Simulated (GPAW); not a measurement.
Crystal: NiAu3.

```
Au Ni
1.0
     4.02817    0.00000    0.00000
     0.00000    4.02817    0.00000
     0.00000    0.00000    4.02817
Au Ni
3 1
Direct
  0.50000 0.50000 0.00000
  0.00000 0.50000 0.50000
  0.50000 0.00000 0.50000
  0.00000 0.00000 0.00000
```

The cell comes from a database or a generator and needn't be the stable form of this composition.

Base run:

| Item | Value |
| --- | --- |
| Program | GPAW 26.7.0 |
| Functional | PBEsol |
| Potentials or basis | PAW data sets generated in the run's folder for this functional |
| Cutoff | 600 eV |
| Basis | pw |
| k mesh | 5 × 5 × 5 |
| Occupations | fermi-dirac, width 0.05 eV |
| Spin | collinear spin, ferromagnetic start |
| Starting moments | [0.0, 0.0, 0.0, 1.0] μB |

Its results: pressure -7.1 GPa; net moment 0.00 μB per cell.

Q: The run is repeated on the same cell with these changes: functional from PBEsol to LDA; potentials or basis from PAW data sets generated in the run's folder for this functional to the program's PAW data sets (release 1.2.1) made for this functional. What comes out?

A: Pressure -11.5 GPa; net moment 0.00 μB per cell.

Caveats: with this Au data set, volumes or pressures lay over 1.5 % or 2 GPa off other programs in two to four cells of ten; the stock nickel data set gives pressures a few GPa off other programs.
